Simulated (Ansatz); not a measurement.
# HgPd: the cost of one run

Method: DFT PBEsol, scalar-relativistic, in Ansatz 0.2.0.

## 1. The structure to begin with

The structure is tetragonal, space group P4/mmm (No. 123). The conventional cell has a = 3.030 Å, b = 3.030 Å, c = 3.692 Å, α = 90.00°, β = 90.00°, γ = 90.00°. Around Hg (site symmetry 4/mmm) lie 8 Pd at 2.83 Å and 4 Hg at 3.03 Å. Around Pd (site symmetry 4/mmm) lie 8 Hg at 2.83 Å and 4 Pd at 3.03 Å.

As a file:

```
CELL_PARAMETERS angstrom
3.02995 0.00000 0.00000
0.00000 3.02995 0.00000
0.00000 0.00000 3.69200
ATOMIC_POSITIONS crystal
Hg 0.00000 0.00000 0.00000
Pd 0.50000 0.50000 0.50000
```

Atoms are numbered in the order of the input: Hg1, Pd2.

## 2. The deformed structure

Space group P4/mmm before, P4/mmm after.

## 3. Full-potential LAPW

Contents of input.yaml:

```yaml
crystal:
  lattice:
    - [2.9996530318, 0.0, 0.0]
    - [0.0, 2.9996530318, 0.0]
    - [0.0, 0.0, 3.692]
  atoms:
    - { symbol: Hg, position: [0.0, 0.0, 0.0] }
    - { symbol: Pd, position: [0.5, 0.5, 0.5] }
kpoints:
  mp_grid: { grid: [11, 11, 9] }
  band_path:
    path:
      - [0.0, 0.0, 0.0]
      - [0.0, 0.5, 0.0]
      - [0.5, 0.5, 0.0]
      - [0.0, 0.0, 0.0]
      - [0.0, 0.0, 0.5]
      - [0.0, 0.5, 0.5]
      - [0.5, 0.5, 0.5]
      - [0.0, 0.0, 0.5]
      - [0.0, 0.5, 0.0]
    npoints: 5
scf:
  occupations: { method: fermi_dirac, width: 0.05 }
hamiltonian:
  xc: pbesol
  pseudopotentials: { kind: all_electron, lapw: { basis_error: 0.0005 } }
output:
  forces: true
  stress: true
  eigenvalues: true
```

Started as:

```sh
> ansatz run input.yaml --threads 1 --pin off --max-ram 3072MiB --backend cpu --events-out ev --progress --plain --runs-dir out
```

Q: Estimate wall time and peak memory on 1 thread of Arm Neoverse V2, shared host.

About 60 s, with a peak of 0.6 GiB.
